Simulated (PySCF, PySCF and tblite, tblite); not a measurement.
# C4H7BF3N: a path driven as rotation about a bond, and NMR exchange, part 2 of 2

PySCF and tblite. Atoms count from 0.

### Step 7. Shieldings, start: PBE0/pcSseg-1

The job: settings as JSON, then the geometry in Å.

```
{"job": {"kind": "nmr", "xc": "PBE0", "basis": "pcSseg-1", "pop": false}, "charge": 0, "multiplicity": 1}
N     -2.157730     0.632921    -0.333343
B     -2.077928    -0.374367     0.598726
C     -0.653347    -1.007606     0.991230
C      0.482615    -0.154877     0.586499
C      1.189036    -0.313130    -0.527855
C      2.256322     0.632795    -0.953147
F      2.669168     1.459415     0.020070
F      1.844507     1.436571    -1.966092
F      3.352688     0.005652    -1.414827
H     -1.355017     1.028092    -0.797588
H     -3.021718     1.051346    -0.634827
H     -3.056467    -0.793664     1.084883
H     -0.584068    -1.982915     0.506139
H     -0.619745    -1.173832     2.067838
H      0.703218     0.684906     1.233780
H      1.020866    -1.122365    -1.221701
```

Standard output:

```text
coarse grid: 14096 points
cycle   1  E = -534.9680733342  dE =  1.275e+00  |g| = 9.437e-01  |ddm| = 3.476e+00
cycle   2  E = -534.8286987426  dE =  1.394e-01  |g| = 1.362e+00  |ddm| = 1.206e+00
cycle   3  E = -535.1268524153  dE = -2.982e-01  |g| = 1.067e-01  |ddm| = 7.360e-01
cycle   4  E = -535.1287913041  dE = -1.939e-03  |g| = 5.621e-02  |ddm| = 1.154e-01
cycle   5  E = -535.1294943003  dE = -7.030e-04  |g| = 1.631e-02  |ddm| = 5.029e-02
cycle   6  E = -535.1295592612  dE = -6.496e-05  |g| = 3.321e-03  |ddm| = 1.563e-02
cycle   7  E = -535.1295617393  dE = -2.478e-06  |g| = 6.529e-04  |ddm| = 3.249e-03
final grid: 139448 points
cycle   8  E = -535.1982340445  dE = -5.776e-05  |g| = 8.647e-03  |ddm| = 3.540e-02
cycle   9  E = -535.1982264295  dE =  7.615e-06  |g| = 1.109e-02  |ddm| = 1.383e-02
cycle  10  E = -535.1982506275  dE = -2.420e-05  |g| = 1.007e-03  |ddm| = 7.158e-03
cycle  11  E = -535.1982508224  dE = -1.949e-07  |g| = 2.689e-04  |ddm| = 8.832e-04
cycle  12  E = -535.1982508364  dE = -1.403e-08  |g| = 8.768e-05  |ddm| = 2.366e-04
cycle  13  E = -535.1982508378  dE = -1.348e-09  |g| = 2.312e-05  |ddm| = 6.919e-05
cycle  14  E = -535.1982508379  dE = -8.777e-11  |g| = 6.833e-06  |ddm| = 1.821e-05
converged SCF energy = -535.1982508379

GIAO shielding tensors (ppm)
atom      isotropic    diamagn.    paramagn.     s11        s22        s33       span
  0 N      148.091     318.583    -170.492     45.521    175.027    223.724    178.203
  1 B       62.165     193.124    -130.959     21.893     42.683    121.918    100.024
  2 C      157.303     251.112     -93.809    144.695    151.792    175.421     30.726
  3 C       35.991     259.001    -223.010    -83.955     22.518    169.410    253.366
  4 C       61.517     259.464    -197.947    -42.238     93.209    133.579    175.818
  5 C       53.942     242.662    -188.720     51.122     53.898     56.806      5.684
  6 F      265.115     475.206    -210.092    177.469    268.555    349.319    171.850
  7 F      235.125     474.235    -239.110    144.110    220.255    341.010    196.900
  8 F      251.059     469.238    -218.180    167.065    245.440    340.672    173.607
  9 H       27.295      33.779      -6.483     21.466     27.864     32.557     11.091
 10 H       27.168      28.599      -1.431     22.596     24.031     34.877     12.281
 11 H       26.670      28.904      -2.234     25.816     26.340     27.854      2.038
 12 H       29.840      31.275      -1.435     25.692     29.336     34.492      8.799
 13 H       29.491      30.239      -0.749     25.162     28.035     35.275     10.113
 14 H       24.942      34.051      -9.109     20.969     24.410     29.447      8.478
 15 H       26.069      33.054      -6.985     23.638     25.019     29.551      5.913
```

Wall time 53 s (1 thread of Intel Xeon at 2.70GHz, shared host); peak memory 0.84 GiB.

In short: HOMO -7.88 eV, LUMO -0.50 eV; dipole 2.82 D.

### Step 8. Shieldings, saddle of leg 1: PBE0/pcSseg-1

The job: settings as JSON, then the geometry in Å.

```
{"job": {"kind": "nmr", "xc": "PBE0", "basis": "pcSseg-1", "pop": false}, "charge": 0, "multiplicity": 1}
N     -2.367349     0.689735    -0.255179
B     -2.139306    -0.470151     0.575949
C     -0.680552    -0.996163     1.002969
C      0.438167    -0.116701     0.601469
C      1.188228    -0.295125    -0.479932
C      2.252150     0.657950    -0.901040
F      2.445117     1.667718    -0.038767
F      1.971697     1.233091    -2.092215
F      3.447584     0.058806    -1.060200
H     -1.933065     0.616138    -1.168109
H     -2.006067     1.549037     0.142625
H     -3.061746    -1.090827     0.951306
H     -0.564041    -1.987087     0.557738
H     -0.672977    -1.132844     2.085631
H      0.605232     0.756839     1.219633
H      1.076929    -1.140417    -1.141879
```

Standard output:

```text
coarse grid: 14096 points
cycle   1  E = -534.9106359913  dE =  1.256e+00  |g| = 9.662e-01  |ddm| = 3.496e+00
cycle   2  E = -534.7706302465  dE =  1.400e-01  |g| = 1.379e+00  |ddm| = 1.443e+00
cycle   3  E = -535.0767146983  dE = -3.061e-01  |g| = 1.043e-01  |ddm| = 8.562e-01
cycle   4  E = -535.0783973194  dE = -1.683e-03  |g| = 5.820e-02  |ddm| = 1.178e-01
cycle   5  E = -535.0791472971  dE = -7.500e-04  |g| = 1.553e-02  |ddm| = 5.201e-02
cycle   6  E = -535.0792038195  dE = -5.652e-05  |g| = 3.772e-03  |ddm| = 1.524e-02
cycle   7  E = -535.0792070780  dE = -3.259e-06  |g| = 5.608e-04  |ddm| = 3.734e-03
final grid: 139448 points
cycle   8  E = -535.1469954014  dE = -5.469e-05  |g| = 9.380e-03  |ddm| = 3.349e-02
cycle   9  E = -535.1469863215  dE =  9.080e-06  |g| = 1.198e-02  |ddm| = 1.845e-02
cycle  10  E = -535.1470143847  dE = -2.806e-05  |g| = 8.982e-04  |ddm| = 9.619e-03
cycle  11  E = -535.1470145289  dE = -1.443e-07  |g| = 2.559e-04  |ddm| = 7.993e-04
cycle  12  E = -535.1470145395  dE = -1.060e-08  |g| = 1.081e-04  |ddm| = 2.395e-04
cycle  13  E = -535.1470145418  dE = -2.224e-09  |g| = 3.051e-05  |ddm| = 9.537e-05
cycle  14  E = -535.1470145420  dE = -2.044e-10  |g| = 8.689e-06  |ddm| = 2.961e-05
converged SCF energy = -535.1470145420

GIAO shielding tensors (ppm)
atom      isotropic    diamagn.    paramagn.     s11        s22        s33       span
  0 N      219.313     319.599    -100.286    145.806    195.984    316.148    170.342
  1 B       16.229     190.256    -174.027    -47.036     -7.205    102.927    149.963
  2 C      142.384     255.213    -112.830    120.433    139.604    167.114     46.681
  3 C       36.381     259.007    -222.626    -82.106     21.273    169.977    252.082
  4 C       61.639     259.792    -198.153    -40.880     91.546    134.251    175.131
  5 C       54.466     242.553    -188.087     52.000     54.054     57.344      5.345
  6 F      268.338     475.794    -207.456    179.333    275.031    350.650    171.317
  7 F      241.862     473.392    -231.530    152.989    234.136    338.460    185.471
  8 F      247.375     469.383    -222.008    160.168    243.202    338.754    178.586
  9 H       30.897      32.710      -1.812     24.425     28.531     39.737     15.312
 10 H       31.473      32.139      -0.666     25.688     28.245     40.486     14.798
 11 H       24.369      28.561      -4.193     21.874     24.623     26.610      4.736
 12 H       29.552      31.889      -2.337     25.211     29.844     33.600      8.389
 13 H       29.025      30.695      -1.670     24.939     28.424     33.711      8.772
 14 H       25.019      34.391      -9.372     21.167     24.343     29.548      8.381
 15 H       26.232      33.245      -7.013     23.920     25.405     29.372      5.452
```

Run time: 53 s. Hardware: 1 thread of Intel Xeon at 2.70GHz, shared host; peak memory 0.88 GiB.

In short: HOMO -7.04 eV, LUMO -1.35 eV; dipole 1.94 D.

### Step 9. Single-point energy: PBE0/pcSseg-1

The job: settings as JSON, then the geometry in Å.

```
{"job": {"kind": "sp", "xc": "PBE0", "basis": "pcSseg-1", "pop": false}, "charge": 0, "multiplicity": 1}
N     -2.447305     0.838176     0.113188
B     -2.186734    -0.541848     0.477308
C     -0.711430    -0.982069     0.884662
C      0.346694    -0.052914     0.424824
C      1.298757    -0.375039    -0.440433
C      2.317999     0.594506    -0.930313
F      2.299738     1.772463    -0.290281
F      2.166777     0.878062    -2.242834
F      3.574264     0.117737    -0.808771
H     -3.100036     1.298954     0.735780
H     -2.845291     0.930079    -0.813923
H     -3.036547    -1.364583     0.516663
H     -0.494990    -2.001135     0.562331
H     -0.715179    -0.992180     1.979840
H      0.287223     0.956226     0.807515
H      1.401986    -1.361331    -0.867168
```

Standard output:

```text
coarse grid: 14096 points
cycle   1  E = -534.9129889869  dE =  1.257e+00  |g| = 9.666e-01  |ddm| = 3.490e+00
cycle   2  E = -534.7676199214  dE =  1.454e-01  |g| = 1.384e+00  |ddm| = 1.457e+00
cycle   3  E = -535.0792873508  dE = -3.117e-01  |g| = 1.072e-01  |ddm| = 8.934e-01
cycle   4  E = -535.0810873714  dE = -1.800e-03  |g| = 6.075e-02  |ddm| = 1.195e-01
cycle   5  E = -535.0819330619  dE = -8.457e-04  |g| = 1.450e-02  |ddm| = 5.205e-02
cycle   6  E = -535.0819814131  dE = -4.835e-05  |g| = 3.431e-03  |ddm| = 1.416e-02
cycle   7  E = -535.0819840723  dE = -2.659e-06  |g| = 6.311e-04  |ddm| = 3.465e-03
final grid: 139448 points
cycle   8  E = -535.1494368370  dE = -5.469e-05  |g| = 9.493e-03  |ddm| = 3.152e-02
cycle   9  E = -535.1494259282  dE =  1.091e-05  |g| = 1.241e-02  |ddm| = 1.952e-02
cycle  10  E = -535.1494562311  dE = -3.030e-05  |g| = 8.917e-04  |ddm| = 1.031e-02
cycle  11  E = -535.1494563736  dE = -1.425e-07  |g| = 2.971e-04  |ddm| = 8.400e-04
cycle  12  E = -535.1494563891  dE = -1.547e-08  |g| = 1.325e-04  |ddm| = 2.834e-04
cycle  13  E = -535.1494563927  dE = -3.647e-09  |g| = 3.241e-05  |ddm| = 1.141e-04
cycle  14  E = -535.1494563930  dE = -2.383e-10  |g| = 7.887e-06  |ddm| = 2.962e-05
converged SCF energy = -535.1494563930
```

It took 25 s on 1 thread of Intel Xeon at 2.70GHz, shared host; peak memory 0.65 GiB.

In short: HOMO -7.11 eV, LUMO -1.32 eV; dipole 4.49 D.

### Step 10. Barriers, rates and exchange

The job: settings as JSON, then the geometry in Å.

```
{"job": {"smiles": "NBC/C=C/C(F)(F)F", "charge": 0, "mult": 1, "motion": "rotation", "what": "aminoborane", "atoms": [1, 0], "drives": [{"terms": [["t", [2, 1, 0, 9], 0.25], ["t", [2, 1, 0, 10], 0.25], ["t", [11, 1, 0, 9], 0.25], ["t", [11, 1, 0, 10], 0.25]], "by": 180, "n": 12}], "flip": [1, 0], "study": "path", "level": {"kind": "nmr", "xc": "PBE0", "basis": "pcSseg-1"}, "fields": [60, 360, 600], "first": 2, "seed": 961, "kind": "path"}, "charge": 0, "multiplicity": 1}
N     -2.157730     0.632921    -0.333343
B     -2.077928    -0.374367     0.598726
C     -0.653347    -1.007606     0.991230
C      0.482615    -0.154877     0.586499
C      1.189036    -0.313130    -0.527855
C      2.256322     0.632795    -0.953147
F      2.669168     1.459415     0.020070
F      1.844507     1.436571    -1.966092
F      3.352688     0.005652    -1.414827
H     -1.355017     1.028092    -0.797588
H     -3.021718     1.051346    -0.634827
H     -3.056467    -0.793664     1.084883
H     -0.584068    -1.982915     0.506139
H     -0.619745    -1.173832     2.067838
H      0.703218     0.684906     1.233780
H      1.020866    -1.122365    -1.221701
```

Standard output:

```text
stationary points (kcal/mol above the start)
  n  kind          group   xTB      DFT    lowest mode
  0  minimum      C1       0.00     0.00      17.2
  1  saddle       C1      25.45    32.19    -684.3
  2  saddle       C1      25.92    30.92    -686.8
  3  minimum      C1       0.00     0.00      15.7

GFN2-xTB energies: T/K, barrier G, reaction G (kcal/mol), k forward, k back (1/s)
 150.00    23.32    -0.01   8.74e-22   8.54e-22
 200.00    23.31    -0.01   4.04e-13   3.93e-13
 250.00    23.31    -0.01   6.74e-08   6.55e-08
 298.15    23.30    -0.02   0.000165    0.00016
 350.00    23.30    -0.02      0.068     0.0658
 400.00    23.30    -0.03       5.24       5.06
 500.00    23.32    -0.04   2.36e+03   2.27e+03

PBE0/pcSseg-1 + D3(BJ) energies: T/K, barrier G, reaction G (kcal/mol), k forward, k back (1/s)
 150.00    28.65    -0.01   1.16e-29   1.12e-29
 200.00    28.63    -0.01   4.42e-19   4.26e-19
 250.00    28.62    -0.02   1.05e-12   1.02e-12
 298.15    28.61    -0.02   1.45e-08   1.39e-08
 350.00    28.60    -0.03   2.28e-05   2.19e-05
 400.00    28.59    -0.03    0.00462    0.00444
 500.00    28.59    -0.04       8.15       7.82
```

Run time: 3 min. Hardware: 1 thread of Intel Xeon at 2.70GHz, shared host; peak memory 0.88 GiB. This counts the whole study up to here.

Barriers by level (kcal/mol; entropies in cal/(mol K)). Zero-point and thermal terms come from xTB in every row. ΔG‡ leaves symmetry out; the rate counts equivalent paths (a factor of 2) and all 2 saddles; effective ΔG‡, where given, is the barrier that would give that rate by Eyring's equation alone:

| level | ΔE‡ | with zero-point | ΔH‡ | ΔS‡ | ΔG‡ (298 K) | ΔE of reaction | k at 298 K (1/s) | effective ΔG‡ |
| --- | --- | --- | --- | --- | --- | --- | --- | --- |
| GFN2-xTB | 25.45 | 23.35 | 23.31 | 0.0 | 23.30 | 0.00 | 0.00016 | 22.61 |
| PBE0/pcSseg-1 + D3(BJ) | 30.92 | 28.67 | 28.66 | 0.2 | 28.61 | 0.00 | 1.5e-08 | 28.15 |

Sites that the driver pairs across this motion, and where their lines would merge (no couplings; faster rotations or exchange between molecules can average them sooner):

| nucleus | sites: shielding (ppm) | proton frequency (MHz) | spread (Hz) | coalescence (K) | lines at 298 K |
| --- | --- | --- | --- | --- | --- |
| 1H | H9: 27.30; H10: 27.17 | 60 | 8 | 511 | 2 |
| 1H | H9: 27.30; H10: 27.17 | 360 | 46 | 546 | 2 |
| 1H | H9: 27.30; H10: 27.17 | 600 | 76 | 556 | 2 |

### Step 11. Outcome

This closing draws on all 2 parts.

```
                        quantity                               value
barrier (PBE0/pcSseg-1 + D3(BJ))  ΔE‡ 30.9, ΔG‡(298 K) 28.6 kcal/mol
              barrier (GFN2-xTB)                   ΔE‡ 25.4 kcal/mol
                   rate at 298 K                         1.5e-08 s⁻¹
                 end of the path   the start, renumbered or mirrored
            coalescence of 1H H9                    556 K at 600 MHz
```

The barrier is 30.9 kcal/mol at the DFT level (xTB: 25.4); with thermal terms and the count of paths the DFT value gives a rate of 1.5e-08 s⁻¹ at 298 K. An error of 1.4 kcal/mol changes that rate tenfold. The 1H lines of H9 and its partners, 76 Hz apart at 600 MHz, merge at 556 K, so by this path alone the exchange at 298 K is slow for them; other paths were not followed.
